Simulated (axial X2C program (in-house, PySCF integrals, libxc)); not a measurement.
# A two-component session on SbIn⁺: EOM-IP-CCSD levels

Aim: EOM-IP-CCSD levels of SbIn⁺, with spin–orbit coupling in the Hamiltonian from the start.

The runs use an in-house X2C program for linear molecules on PySCF integrals; two-component X2C with atomic mean-field terms, Sb dyall-cv3z, In dyall-cv3z.

All values are calculated.

## (1) The job

File task.json:

```json
{
 "zs": [
  51,
  49
 ],
 "q": 1,
 "bas": [
  "dyall-cv3z",
  "dyall-cv3z"
 ],
 "r0": 2.82,
 "eom": "ip",
 "rq": 0,
 "thr": -1.0,
 "nmax": 95,
 "grid": [
  1,
  0.96,
  1.045,
  0.92,
  1.09,
  1.15
 ]
}
```

Keys: zs atomic numbers; q charge; bas basis sets; r0 starting distance in Å; eom kind of EOM run; thr threshold in hartree for freezing inner shells (an s shell follows its p shell); nmax most natural virtual spinors; grid distances as factors.

Run with:

```console
$ python soeom.py task.json out
```

Nuclei are Gaussian, cores are contracted, and the Gaunt term is on.

## (2) EOM-IP-CCSD at 2.936 Å

Reference: the closed shell SbIn; 8 electrons correlated, 94 virtual spinors; roots sought by Ω: 1/2: 4, 3/2: 3, 5/2: 1.

Output:

```text
two-component X2C + atomic mean field  HF
basis functions 253  fitting functions 1300  grid points 5805
iter        total energy     max residual
   1     -12351.119881485     3.25e-01
   2     -12351.156721872     5.05e-03
   3     -12351.157935922     1.46e-03
   4     -12351.158093007     8.33e-04
   5     -12351.158131164     2.98e-04
   6     -12351.158142718     1.66e-04
   7     -12351.158144936     9.36e-05
   8     -12351.158145696     3.25e-05
   9     -12351.158145877     1.21e-05
  10     -12351.158145904     5.83e-06
  11     -12351.158145909     3.14e-06
  12     -12351.158145911     1.17e-06
converged
one-electron -17879.93342414  Coulomb 5413.29278580  exact exchange -327.87961090  xc functional 0.00000000  nuclear repulsion 450.41343668  atomic mean-field constant -7.05133334
correlated 8  virtual 320  natural virtual 94  E(MP2) -0.132015335  MP2 remainder -0.003742748
iter   CCSD correlation   residual
   1     -0.148084367   1.61e-01
   2     -0.157835352   8.90e-02
   3     -0.159739208   5.03e-02
   4     -0.160915008   3.38e-02
   5     -0.161514502   1.78e-02
   6     -0.161571697   6.32e-03
   7     -0.161652462   3.25e-03
   8     -0.161661388   1.62e-03
   9     -0.161659691   7.00e-04
  10     -0.161662749   3.34e-04
  11     -0.161663907   2.01e-04
  12     -0.161665085   1.14e-04
  13     -0.161664839   6.66e-05
  14     -0.161664719   4.05e-05
  15     -0.161664912   2.26e-05
  16     -0.161665274   1.32e-05
  17     -0.161665586   8.09e-06
  18     -0.161665750   4.83e-06
  19     -0.161665816   2.51e-06
  20     -0.161665821   1.27e-06
(T) -0.008869892  T1 0.0171  D1 0.0254  max T2 0.220
EOM-IP-CCSD roots
2*Omega      energy/Eh   energy/eV  one-particle weight
    1       0.25557214      6.9545      0.928
    1       0.28627178      7.7899      0.933
    1       0.33368258      9.0800      0.032
    1       0.39472832     10.7411      0.749
    3       0.30547025      8.3123      0.000
    3       0.34551711      9.4020      0.000
    3       0.35481025      9.6549      0.000
    5       0.34603653      9.4161      0.000
```

T1 in the output is the amplitude norm over the root of the electron number; divide by √2 for the Lee–Taylor value.

```tsv
Ω	vertical IE (eV)	above lowest (cm⁻¹)	spinor	weight
1/2	6.954	0	46% Sb pσ, 32% In pσ, 12% In sσ	0.93
1/2	7.790	6740	84% Sb pπ	0.93
1/2	10.741	30540	65% In sσ, 24% Sb pσ, 8% Sb sσ	0.75
```

Run time: 4.5 s. Hardware: 1 thread of Arm Neoverse V2, shared host; peak memory 0.58 GiB.

## (3) EOM-IP-CCSD at 2.819 Å

```tsv
Ω	vertical IE (eV)	above lowest (cm⁻¹)	spinor	weight
1/2	7.003	0	43% Sb pσ, 33% In pσ, 15% In sσ	0.93
1/2	7.971	7810	84% Sb pπ, 7% In pπ	0.94
1/2	10.752	30230	58% In sσ, 29% Sb pσ, 9% Sb sσ	0.76
```

It took 5.8 s on 1 thread of Arm Neoverse V2, shared host; peak memory 0.62 GiB.

## (4) EOM-IP-CCSD at 3.068 Å

```tsv
Ω	vertical IE (eV)	above lowest (cm⁻¹)	spinor	weight
1/2	6.873	0	48% Sb pσ, 30% In pσ, 9% In sσ	0.92
1/2	7.609	5940	83% Sb pπ	0.93
1/2	10.740	31190	71% In sσ, 18% Sb pσ, 6% Sb sσ	0.74
```

It took 5.8 s on 1 thread of Arm Neoverse V2, shared host; peak memory 0.62 GiB.

## (5) EOM-IP-CCSD at 2.701 Å

```tsv
Ω	vertical IE (eV)	above lowest (cm⁻¹)	spinor	weight
1/2	7.024	0	39% Sb pσ, 35% In pσ, 18% In sσ	0.93
1/2	8.173	9270	83% Sb pπ, 9% In pπ	0.94
1/2	10.775	30250	51% In sσ, 34% Sb pσ, 10% Sb sσ	0.76
```

Wall time 5.8 s (1 thread of Arm Neoverse V2, shared host); peak memory 0.62 GiB.

## (6) EOM-IP-CCSD at 3.200 Å

```tsv
Ω	vertical IE (eV)	above lowest (cm⁻¹)	spinor	weight
1/2	6.770	0	50% Sb pσ, 28% In pσ, 10% Sb pπ	0.92
1/2	7.450	5480	82% Sb pπ, 7% Sb pσ	0.92
1/2	10.743	32040	77% In sσ, 14% Sb pσ	0.72
```

Run time: 5.9 s. Hardware: 1 thread of Arm Neoverse V2, shared host; peak memory 0.63 GiB.

## (7) EOM-IP-CCSD at 3.376 Å

```tsv
Ω	vertical IE (eV)	above lowest (cm⁻¹)	spinor	weight
1/2	6.614	0	51% Sb pσ, 26% In pσ, 13% Sb pπ	0.92
1/2	7.265	5240	82% Sb pπ, 10% Sb pσ	0.92
1/2	10.738	33260	84% In sσ, 9% Sb pσ	0.66
```

Wall time 5.3 s (1 thread of Arm Neoverse V2, shared host); peak memory 0.63 GiB.

## (8) Curves of the states

Energies in eV from the lowest point of the lowest state; states are followed by energy order within each Ω.

```tsv
R (Å)	(1)Ω=1/2	(2)Ω=1/2	(4)Ω=1/2
2.701	0.3784	1.5278	4.1294
2.819	0.1998	1.1679	3.9484
2.936	0.0934	0.9287	3.8800
3.068	0.0283	0.7648	3.8956
3.200	0.0003	0.6803	3.9733
3.376	0.0000	0.6501	4.1231
```

## (9) What came out

| quantity | value |
| --- | --- |
| lowest root at 2.936 Å | Ω = 1/2, 6.954 eV |
| next root led by one particle | Ω = 1/2, about 6740 cm⁻¹ higher |
| T1 of the reference | 0.012 |

**Reading.** Removing an electron from the reference determinant of SbIn costs 6.95 eV and empties a spinor of 46% Sb pσ, 32% In pσ, 12% In sσ. The closed-shell reference lies 0.42 eV above the lowest determinant found, so these energies count from an excited configuration. Errors of 0.1 to 0.3 eV are usual at this size, and roots led by higher excitations are left out, so the list is incomplete, and low states of that kind can be missing. T1 or the largest double amplitude of the reference is raised, which lowers the reliability.
